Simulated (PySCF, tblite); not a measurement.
**C₃H₁₁PSi₂: geometry, infrared bands and NMR shifts**

Aim: predict the infrared bands and NMR shifts of C₃H₁₁PSi₂ (`C[Si]1(P)C[SiH2]C1`).

Computed with tblite 0.8.0 and PySCF 2.14.0, with density-fitted response routines of our own, on a single molecule in the gas phase. Atoms count from 0, in the outputs and in this text.

## (1) The starting structure

17 atoms, charge 0, multiplicity 1; geometry from: force field or distance geometry start.

Bonds of the start (Å): C0–Si1 1.82, Si1–P2 2.20, Si1–C3 1.88, C3–Si4 1.90, Si4–C5 1.91, C5–Si1 1.88, C0–H6 1.09, C0–H7 1.10, C0–H8 1.10, P2–H9 1.41, P2–H10 1.41, C3–H11 1.10, C3–H12 1.10, Si4–H13 1.48, Si4–H14 1.47, C5–H15 1.08, C5–H16 1.09.

## (2) Optimising the geometry with GFN2-xTB

The job: settings as JSON, then the geometry in Å.

```
{"job": {"kind": "relax", "xc": "GFN2-xTB", "basis": "xTB"}, "charge": 0, "multiplicity": 1}
C      0.173600     2.032000     0.300700
Si     0.477300     0.299000    -0.155500
P      2.586600    -0.074700    -0.666900
C     -0.173500    -0.922100     1.112000
Si    -1.745300    -1.038700     0.059200
C     -0.729300    -0.384300    -1.417700
H      0.769600     2.349200     1.156500
H      0.410700     2.717400    -0.520100
H     -0.877200     2.209200     0.567800
H      2.537800    -1.486300    -0.670900
H      3.129500     0.032800     0.624800
H     -0.337800    -0.540000     2.127900
H      0.366400    -1.874200     1.179600
H     -2.781600    -0.074600     0.485400
H     -2.246800    -2.411500    -0.132900
H     -0.330100    -1.182100    -2.032600
H     -1.236700     0.360900    -2.027200
```

Run with:

```bash
> OMP_NUM_THREADS=1 python probes_run.py task.json out
```

One launch serves the whole session: the jobs run in the order shown.

**Question.** This job is followed by: GFN2-xTB harmonic vibrations, gas phase; GIAO PBE0/pcSseg-1 NMR shielding, non-relativistic, gas phase. What will the session give for the following? strongest single infrared mode (GFN2-xTB); zero-point energy (GFN2-xTB); 13C shifts against TMS (PBE0/pcSseg-1, means over atoms taken as alike); 1H shifts against TMS (PBE0/pcSseg-1, means over atoms taken as alike); 29Si shifts against TMS (PBE0/pcSseg-1); 31P shifts against H3PO4 (PBE0/pcSseg-1).

**Answer**, as computed:

```
                                                               quantity                                   value
                              strongest single infrared mode (GFN2-xTB)                   2248 cm⁻¹, 485 km/mol
                                           zero-point energy (GFN2-xTB)                           77.9 kcal/mol
13C shifts against TMS (PBE0/pcSseg-1, means over atoms taken as alike)                            5.5, 3.6 ppm
 1H shifts against TMS (PBE0/pcSseg-1, means over atoms taken as alike)  4.78, 4.74, 1.15, 0.75, 0.65, 0.41 ppm
                                29Si shifts against TMS (PBE0/pcSseg-1)                         22.5, -44.8 ppm
                               31P shifts against H3PO4 (PBE0/pcSseg-1)                              -272.1 ppm
```

What this shows: Over 95 steps the energy fell by 0.359 eV; of the close pairs, C0–Si1 changed most, 1.818 to 1.904 Å. No mode is imaginary among the 45: a minimum at this level. The strongest single mode, at 2248 cm⁻¹, moves mainly H14 and H13. GFN2-xTB is a fitted tight-binding method: band positions and strengths are rough. Its intensities can rank the bands wrongly. At PBE0/pcSseg-1: The largest span, 81 ppm, is at P2, where the paramagnetic term is -378 ppm.
